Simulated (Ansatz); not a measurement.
# InH2F (SMILES [F][InH2]): one structure at several levels

The task here is to estimate one member of a computed series from the others.

The runs use Ansatz 0.2.0, Gaussian basis; single points in def2-TZVPP.

Correlated methods freeze the cores. Filled d shells of the heavier atoms are correlated. Core potentials replace the inner electrons past krypton, and spin-orbit coupling is left out.

## The starting structure

SMILES `[F][InH2]`, 4 atoms, charge 0, spin multiplicity 1.

Atoms are counted from 1 here; the program's logs count them from 0.

Bond lengths: F1–In2 1.916 Å, In2–H3 1.558 Å, In2–H4 1.772 Å. Angles: F1–In2–H3 113.0°, F1–In2–H4 112.4°, H3–In2–H4 134.6°.

Coordinates:

```
F    -1.60140   -0.58140    0.18180
In    0.20360    0.02410   -0.03230
H     1.23810   -0.87010    0.71360
H     0.31920    1.44210   -1.08920
```

Set-up of the first run:

Contents of run/in.yaml:

```yaml
crystal:
  periodic: [false, false, false]
  atoms:
    - {symbol: F, position_ang: [-1.601400, -0.581400, 0.181800]}
    - {symbol: In, position_ang: [0.203600, 0.024100, -0.032300]}
    - {symbol: H, position_ang: [1.238100, -0.870100, 0.713600]}
    - {symbol: H, position_ang: [0.319200, 1.442100, -1.089200]}
basis:
  gaussian: {orbitals: def2-TZVPP}
correlation: {method: ccsd_t}
output: {forces: true}
```

Run with:

```bash
> ansatz run in.yaml --threads 4 --pin off --events-out ev --progress --plain --max-ram 5222MiB
```

Among the steps run: CCSD(T)/def2-TZVPP; PBE0-D4/def2-TZVPP; wB97M-V/def2-TZVPP; r2SCAN-D4/def2-TZVPP; PBE-D4/def2-TZVPP; r2SCANh-D4/def2-TZVPP; BHLYP-D4/def2-TZVPP.

One of the session's tables, all rows but one given; the rest of the session is left out.

```
    method  RMS force component (eV/Å)  angle to CCSD(T) forces (°)  dipole (D)
   CCSD(T)                       1.187                    reference        2.75
   PBE0-D4                       1.197                          1.3        2.72
   wB97M-V                       1.200                          1.8        2.72
 r2SCAN-D4                       1.181                          2.4        2.63
    PBE-D4                       1.248                          9.4        2.53
r2SCANh-D4                       1.173                          0.9        2.69
  BHLYP-D4                           ?                            ?           ?
```

**Question.** Estimate the row for BHLYP-D4.

The run gave: RMS force component (eV/Å): 1.204; angle to CCSD(T) forces (°): 2.6; dipole (D): 2.88. In the column «RMS force component (eV/Å)» it lies between wB97M-V (1.200) and PBE-D4 (1.248).

To keep in mind: CCSD(T) in triple zeta still lacks some correlation energy of the bonds, so part of these gaps is its own basis error and they don't rank the functionals.
